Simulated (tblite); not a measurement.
# C24H62Si6: the cost of one run

Computed with tblite 0.8.0 and PySCF 2.14.0 and routines of our own; the level stands in each step. Atoms count from 0.

## 1. The starting structure

92 atoms, charge 0, multiplicity 1; geometry from: force field, distance geometry or constructed start.

## 2. Relaxing the molecule with GFN2-xTB

The job: settings as JSON, then the geometry in Å.

```
{"job": {"kind": "relax", "xc": "GFN2-xTB", "basis": "xTB"}, "charge": 0, "multiplicity": 1}
C     10.261000     0.199100    -2.400900
Si    10.219000     0.158500    -0.533300
C     11.674000    -0.860400     0.107700
C     10.324100     1.901100     0.152900
C      8.595600    -0.668100     0.066000
C      7.309300     0.047600    -0.379400
Si     5.686200    -0.774200     0.209900
C      5.644000    -0.808000     2.086000
C      5.574300    -2.513100    -0.481000
C      4.225300     0.277900    -0.445200
C      2.832000    -0.238700    -0.070000
Si     1.376200     0.817300    -0.717000
C      1.446600     0.911400    -2.583600
C      1.463200     2.538600     0.015500
C     -0.267800    -0.017000    -0.205700
C     -0.489300    -0.148600     1.311700
Si    -2.078400    -1.070500     1.833200
C     -1.988500    -2.865400     1.289100
C     -2.210400    -0.986800     3.710100
C     -3.607600    -0.215000     1.079200
C     -3.978300    -0.643900    -0.348000
Si    -5.441500     0.308800    -1.134400
C     -5.767000    -0.389300    -2.834900
C     -5.013800     2.121400    -1.256500
C     -6.984300     0.077500    -0.030400
C     -8.268300     0.742300    -0.553900
Si    -9.805300     0.521400     0.553600
C    -11.254900     1.400200    -0.249700
C     -9.473800     1.264200     2.239400
C    -10.192100    -1.305900     0.727200
H     10.165900    -0.807300    -2.813200
H      9.431700     0.809100    -2.788900
H     11.195000     0.631000    -2.759900
H     11.622500    -1.882500    -0.274000
H     12.619100    -0.415000    -0.214500
H     11.660600    -0.899700     1.197000
H     10.270700     1.885700     1.247700
H     11.267500     2.373800    -0.134900
H      9.503800     2.508500    -0.217400
H      8.636700    -0.721000     1.158100
H      8.602000    -1.700000    -0.307800
H      7.272600     0.099700    -1.467300
H      7.311000     1.079800    -0.005800
H      4.713700    -1.263500     2.440800
H      6.472300    -1.392300     2.485400
H      5.704600     0.204100     2.488300
H      5.600100    -2.492600    -1.574700
H      4.640200    -2.991100    -0.167000
H      6.406900    -3.125700    -0.129200
H      4.371700     1.299000    -0.066400
H      4.330200     0.317700    -1.534500
H      2.698300    -1.254000    -0.450900
H      2.737400    -0.291000     1.023000
H      2.362300     1.408100    -2.921900
H      1.430200    -0.093200    -3.023400
H      0.595300     1.474500    -2.978900
H      1.475200     2.489400     1.109300
H      2.370200     3.065400    -0.308400
H      0.597700     3.133600    -0.289800
H     -1.074100     0.569600    -0.655300
H     -0.288800    -1.009800    -0.678200
H     -0.520500     0.847000     1.760200
H      0.355100    -0.678400     1.769700
H     -1.126300    -3.356000     1.747000
H     -2.884800    -3.399500     1.590100
H     -1.892100    -2.936200     0.204700
H     -3.105900    -1.504700     4.052200
H     -2.259600     0.049700     4.048500
H     -1.343000    -1.463200     4.169700
H     -4.457800    -0.422300     1.752100
H     -3.430100     0.860800     1.120900
H     -3.121900    -0.531000    -1.019800
H     -4.239700    -1.713100    -0.357100
H     -6.584900     0.150700    -3.331200
H     -4.874400    -0.311200    -3.474200
H     -6.040800    -1.451700    -2.778500
H     -5.809800     2.680700    -1.755600
H     -4.865700     2.560900    -0.255400
H     -4.086900     2.262900    -1.828800
H     -7.144800    -1.009400     0.084600
H     -6.739200     0.466400     0.962200
H     -8.520500     0.344300    -1.544900
H     -8.101100     1.820400    -0.669700
H    -11.045800     2.465700    -0.366000
H    -11.465500     0.988300    -1.240600
H    -12.160500     1.299200     0.359100
H     -8.646700     0.746200     2.739400
H     -9.217300     2.324800     2.150900
H    -10.359000     1.186900     2.880300
H     -9.369300    -1.834200     1.211200
H    -11.094500    -1.450500     1.324500
H    -10.352400    -1.762600    -0.261000
```

The run is started by

```sh
$ OMP_NUM_THREADS=4 python large_run.py task.json out
```

The driver reads the jobs from task.json and runs them one after another.

Q: Estimate the wall time and peak memory of this first job on 4 threads of Intel Xeon Platinum 8488C, shared host.

About 2.9 s, with a peak of 0.19 GiB.
